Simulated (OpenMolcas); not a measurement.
# Nd²⁺ among point charges: CASSCF levels and susceptibility

Aim: the splitting of the states of Nd²⁺ in the field of 6 point charges, its lowest levels with spin-orbit coupling and its magnetic susceptibility.

Program: OpenMolcas 26.06. Level of theory: state-averaged CASSCF, spin-orbit coupling by RASSI with atomic mean-field integrals. These are calculated values, not measurements, unless marked.

**1. The atom as given**

| Quantity | Value |
| --- | --- |
| Species | Nd²⁺ (neodymium, Z = 60, 58 electrons) |
| Basis | ANO-RCC-VDZP [7s6p4d2f1g], 68 functions |
| Scalar Hamiltonian | DKH2, point nucleus |
| Inactive shells | 1s 2s 2p 3s 3p 3d 4s 4p 4d 5s 5p |
| Active space | 4 electrons in 7 orbitals (4f) |
| Some configurations of this space | 4f⁴ |
| Orbitals | optimised for the highest spin of each parity, averaged over all roots |

Outer shells as boxes (Hund's rule):

4f4
```
4f [↑ ][↑ ][↑ ][↑ ][  ][  ][  ]
```

The ion sits among 6 point charges of -2 e arranged as an octahedron (Oh), 2.8 Å from the ion.

The work runs as a chain of OpenMolcas steps in one folder; each step below is one input file. Labels, J, g values, rates, χT and fits are worked out afterwards by a script from the matrices that RASSI stores. The input lists half of the charges; inversion (Group=XYZ) makes the rest.

**2. One- and two-electron integrals**

Contents of a.inp:

```
&GATEWAY
Coord
1

Nd 0.0 0.0 0.0
Basis=ANO-RCC-VDZP
Group=XYZ
NoMove
AngMom=0.0 0.0 0.0
AMFI
XField
3 Angstrom 0
2.800000 0.000000 0.000000 -2.000000
0.000000 2.800000 0.000000 -2.000000
0.000000 0.000000 2.800000 -2.000000
&SEWARD
```

Command:

```bash
$ OMP_NUM_THREADS=1 MOLCAS_MEM=2252 MOLCAS_PROJECT=a pymolcas a.inp > a.log
```

**3. CASSCF: quintets of even parity, 35 roots**

Contents of a.inp:

```
&RASSCF
FileOrb=start.orb
Symmetry=1
Spin=5
nActEl=4 0 0
Inactive=15 12
Ras2=0 7
CIRoot=35 35 1
SDav=35
CIMx=300
Iter=120 100
PrWF=0.3
OrbListing=Nothing
MaxOrb=0
>>> COPY $Project.JobIph JOB001
```

start.orb holds the contracted functions of the basis, ordered by shell, or the orbitals of the step before.

**4. CASSCF: triplets of even parity, 162 roots**

Contents of a.inp:

```
&RASSCF
FileOrb=start.orb
Symmetry=1
Spin=3
nActEl=4 0 0
Inactive=15 12
Ras2=0 7
CIRoot=162 162 1
SDav=210
CIMx=300
Iter=120 100
PrWF=0.3
OrbListing=Nothing
MaxOrb=0
CIOnly
>>> COPY $Project.JobIph JOB002
```

**5. CASSCF: singlets of even parity, 162 roots**

Contents of a.inp:

```
&RASSCF
FileOrb=start.orb
Symmetry=1
Spin=1
nActEl=4 0 0
Inactive=15 12
Ras2=0 7
CIRoot=162 162 1
SDav=196
CIMx=300
Iter=120 100
PrWF=0.3
OrbListing=Nothing
MaxOrb=0
CIOnly
>>> COPY $Project.JobIph JOB003
```

**6. RASSI: spin-orbit coupling between the states**

Contents of a.inp:

```
&RASSI
NrOfJobIphs=3 32 106 31
1 2 3 4 5 6 7 8 9 10 11 12 13 14 15 16 17 18 19 20 21 22 23 24 25 26 27
28 29 30 31 32
1 2 3 4 5 6 7 8 9 10 11 12 13 14 15 16 17 18 19 20 21 22 23 24 25 26 27
28 29 30 31 32 33 34 35 36 37 38 39 40 41 42 43 44 45 46 47 48 49 50 51
52 53 54 55 56 57 58 59 60 61 62 63 64 65 66 67 68 69 70 71 72 73 74 75
76 77 78 79 80 81 82 83 84 85 86 87 88 89 90 91 92 93 94 95 96 97 98 99
100 101 102 103 104 105 106
1 2 3 4 5 6 7 8 9 10 11 12 13 14 15 16 17 18 19 20 21 22 23 24 25 26 27
28 29 30 31
IphNames
JOB001
JOB002
JOB003
EJob
SpinOrbit
DIPRint=1.0
SOCoupling=1000.0
Subsets=2
Property=9
'ANGMOM' 1 'ANGMOM' 2 'ANGMOM' 3 'MLTPL  1' 1 'MLTPL  1' 2 'MLTPL  1' 3
'AMFI' 1 'AMFI' 2 'AMFI' 3
SOProperty=3
'ANGMOM' 1 'ANGMOM' 2 'ANGMOM' 3
```

What does the calculation give? Wanted: spin-free ground state; first state of the same spin within the active space; lowest level; next level.

**Answer**, as computed:

```
                                            quantity                            value
                                              method                           CASSCF
                              spin-free ground state  5A1, 1-fold in its orbital part
first state of the same spin within the active space                 5T1 at 37.3 cm⁻¹
                                        lowest level                        3-fold T2
                                          next level                       129.0 cm⁻¹
                                         χT at 300 K                   1.01 cm³ K/mol
                           effective moment at 300 K                          2.84 μB
```

The spin-free ground state (5A1) comes to 100 % from free-ion I terms and keeps the highest spin of the shell. The triplets, singlets rest on orbitals optimised for another spin in at least one step, which raises them against the optimised states. Not all states of the active space went into the spin-orbit step. High states of lower spin are left out of the spin-orbit mixing, and CASSCF puts spin-flip levels too high. This is an electrostatic model: the charges have no orbitals.
